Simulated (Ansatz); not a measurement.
# C₂H₁₀NNbO₄: how energies converge with the basis set

One table from this session's results is given with a row withheld; the runs are named, their logs left out.

The runs use Ansatz 0.2.0, Gaussian basis; one geometry, several basis sets.

Levels to be run: PBE0-D4/def2-SVP; ωB97M-V/def2-SVP; PBE0-D4/def2-QZVPP; ωB97M-V/def2-QZVPP; the functionals' def2-TZVPP values are taken from earlier runs.

1 further run of the same task is left out (for a known fault of the program).

## Structure used throughout

The geometry comes from an earlier relaxation with PBE0-D4 in a triple-zeta def2 set; it is a stationary point, not always the lowest conformer. Nb takes the def2 core potential; no spin-orbit term is included.

SMILES `C[N](C)[Nb]([OH])([OH])([OH])[OH]`, 18 atoms, charge 0, spin multiplicity 1.

Atoms are counted from 1 here; the program's logs count them from 0.

Bond lengths: C1–N2 1.445 Å, C1–H9 1.099 Å, C1–H10 1.090 Å, C1–H11 1.098 Å, N2–C3 1.444 Å, N2–Nb4 1.955 Å, C3–H12 1.089 Å, C3–H13 1.098 Å, C3–H14 1.098 Å, Nb4–O5 1.907 Å, Nb4–O6 1.960 Å, Nb4–O7 1.947 Å, Nb4–O8 1.904 Å, O5–H15 0.959 Å, O6–H16 0.958 Å, O7–H17 0.955 Å, O8–H18 0.958 Å. Angles: N2–C1–H9 110.9°, N2–C1–H10 111.0°, N2–C1–H11 110.8°, H9–C1–H10 107.8°, H9–C1–H11 107.9°, H10–C1–H11 108.4°, C1–N2–C3 113.2°, C1–N2–Nb4 121.8°, C3–N2–Nb4 125.0°, N2–C3–H12 110.6°, N2–C3–H13 111.1°, N2–C3–H14 110.5°, H12–C3–H13 108.6°, H12–C3–H14 108.1°, H13–C3–H14 107.8°, N2–Nb4–O5 112.7°, N2–Nb4–O6 116.3°, N2–Nb4–O7 96.0° and more.

Set-up of the first run:

Input file in.yaml:

```yaml
crystal:
  periodic: [false, false, false]
  atoms:
    - {symbol: C, position_ang: [1.598285, 0.202281, -1.177976]}
    - {symbol: N, position_ang: [0.661402, -0.450926, -0.293044]}
    - {symbol: C, position_ang: [1.162457, -1.691908, 0.248630]}
    - {symbol: Nb, position_ang: [-1.072008, 0.343322, 0.138425]}
    - {symbol: O, position_ang: [-2.029776, 0.904933, -1.411707]}
    - {symbol: O, position_ang: [-1.501479, 0.510378, 2.042986]}
    - {symbol: O, position_ang: [-0.426519, 2.173642, 0.289550]}
    - {symbol: O, position_ang: [-1.961136, -1.320105, 0.396225]}
    - {symbol: H, position_ang: [2.539400, 0.424990, -0.656402]}
    - {symbol: H, position_ang: [1.192894, 1.143234, -1.550587]}
    - {symbol: H, position_ang: [1.832295, -0.438146, -2.038222]}
    - {symbol: H, position_ang: [0.401485, -2.181238, 0.854763]}
    - {symbol: H, position_ang: [2.050444, -1.520629, 0.871768]}
    - {symbol: H, position_ang: [1.447178, -2.377675, -0.560272]}
    - {symbol: H, position_ang: [-2.056564, 1.827204, -1.674863]}
    - {symbol: H, position_ang: [-1.416016, 1.382511, 2.430702]}
    - {symbol: H, position_ang: [-0.003799, 2.685844, 0.976375]}
    - {symbol: H, position_ang: [-2.455947, -1.606511, 1.165452]}
basis:
  gaussian: {orbitals: def2-SVP}
hamiltonian: {xc: pbe0, dispersion: d4}
output: {orbitals: {seedname: orbitals}}
```

The run is started by

```
> ansatz run in.yaml --threads 4 --pin off --events-out ev --progress --plain --max-ram 63488MiB --backend cpu
```

Among the steps run: PBE0-D4 in def2-SVP; ωB97M-V in def2-SVP; PBE0-D4 in def2-QZVPP; ωB97M-V in def2-QZVPP.

One of the session's tables, all rows but one given; the rest of the session is left out.

It belongs to the step «Density functionals: the series». 

| functional | basis | HOMO (eV) |
| --- | --- | --- |
| PBE0-D4 | def2-SVP | -6.53 |
| PBE0-D4 | def2-TZVPP | -6.66 |
| PBE0-D4 | def2-QZVPP | ? |
| ωB97M-V | def2-SVP | -8.79 |
| ωB97M-V | def2-TZVPP | -8.92 |
| ωB97M-V | def2-QZVPP | -8.96 |

Q: Estimate the row for PBE0-D4, def2-QZVPP from the others.

The run gave: HOMO (eV): -6.70. In the column «HOMO (eV)» it lies between ωB97M-V, def2-SVP (-8.79) and PBE0-D4, def2-TZVPP (-6.66).
